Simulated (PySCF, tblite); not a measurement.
**C₂H₁₁N₃Si₃: geometry, infrared bands and NMR shifts**

Wanted: the infrared bands and NMR shifts of C₂H₁₁N₃Si₃ (`CN([SiH3])[SiH2][Si@@H](N)C#N`), by calculation.

Programs: tblite 0.8.0 and PySCF 2.14.0, with density-fitted response routines of our own. Each step states its level of theory. These are calculated values for one molecule in the gas phase, unless marked as measured. Atoms count from 0, in the outputs and in this text.

## (1) Starting geometry

19 atoms, charge 0, multiplicity 1; geometry from: force field or distance geometry start.

Bonds of the start (Å): C0–N1 1.47, N1–Si2 1.77, N1–Si3 1.76, Si3–Si4 2.21, Si4–N5 1.80, Si4–C6 1.82, C6–N7 1.15, C0–H8 1.10, C0–H9 1.13, C0–H10 1.12, Si2–H11 1.48, Si2–H12 1.49, Si2–H13 1.45, Si3–H14 1.47, Si3–H15 1.49, Si4–H16 1.47, N5–H17 1.04, N5–H18 1.04.

## (2) Geometry optimisation with GFN2-xTB

Job settings and geometry (Å):

```
{"job": {"kind": "relax", "xc": "GFN2-xTB", "basis": "xTB"}, "charge": 0, "multiplicity": 1}
C     -2.008500    -1.422200    -0.959100
N     -1.143200    -0.238800    -0.853700
Si    -2.173800     1.014600    -0.139000
Si     0.201500    -0.742400     0.160100
Si     1.794300     0.755800     0.491000
N      3.230800    -0.165700     1.060300
C      2.296800     1.574300    -1.057500
N      2.629400     2.094800    -2.022000
H     -1.514700    -2.293200    -0.498800
H     -2.977600    -1.268800    -0.394300
H     -2.287700    -1.620200    -2.025200
H     -3.056000     0.457300     0.912800
H     -3.098900     1.430500    -1.226800
H     -1.456900     2.206600     0.277400
H      0.825800    -1.904100    -0.484900
H     -0.238100    -1.197700     1.513800
H      1.457700     1.730300     1.540600
H      3.509900    -0.867700     0.345500
H      3.999400     0.466000     1.367500
```

The run is started by

```sh
OMP_NUM_THREADS=1 python probes_run.py task.json out
```

The driver reads the jobs from task.json and runs them one after another.

**Question.** This job is followed by: GFN2-xTB harmonic vibrations, gas phase; GIAO PBE0/pcSseg-1 NMR shielding, non-relativistic, gas phase. What will the session give for the following? strongest single infrared mode (GFN2-xTB); zero-point energy (GFN2-xTB); ¹³C shifts against TMS (PBE0/pcSseg-1); ¹H shifts against TMS (PBE0/pcSseg-1, means over atoms taken as alike); ¹⁵N shifts against NH3 (PBE0/pcSseg-1); ²⁹Si shifts against TMS (PBE0/pcSseg-1); surface potential, 1st and 99th percentile.

As calculated:

| quantity | value |
| --- | --- |
| strongest single infrared mode (GFN2-xTB) | 819 cm⁻¹, 560 km/mol |
| zero-point energy (GFN2-xTB) | 79.1 kcal/mol |
| ¹³C shifts against TMS (PBE0/pcSseg-1) | 127.3, 39.9 ppm |
| ¹H shifts against TMS (PBE0/pcSseg-1, means over atoms taken as alike) | 5.18, 5.00, 4.94, 4.65, 2.85, 0.54 ppm |
| ¹⁵N shifts against NH3 (PBE0/pcSseg-1) | 357.1, 11.3, -4.1 ppm |
| ²⁹Si shifts against TMS (PBE0/pcSseg-1) | -41.1, -43.2, -66.2 ppm |
| surface potential, 1st and 99th percentile | -1.76 V and 1.79 V |

The optimisation took 148 steps and gained 0.987 eV; among the close pairs (by a distance rule), Si3–Si4 changed most, from 2.212 to 2.292 Å. No mode is imaginary among the 51: a minimum at this level. GFN2-xTB is a fitted tight-binding method: band positions and strengths are rough. Its intensities can rank the bands wrongly. At PBE0/pcSseg-1: Shielding is most anisotropic at N7 (span 567 ppm, paramagnetic term -428 ppm). By nearest atom (PBE0/pcSseg-1), the HOMO sits on N1 59 %; H9, H11, H15 about 7 % each and the LUMO on Si4 16 %; Si3 11 %.
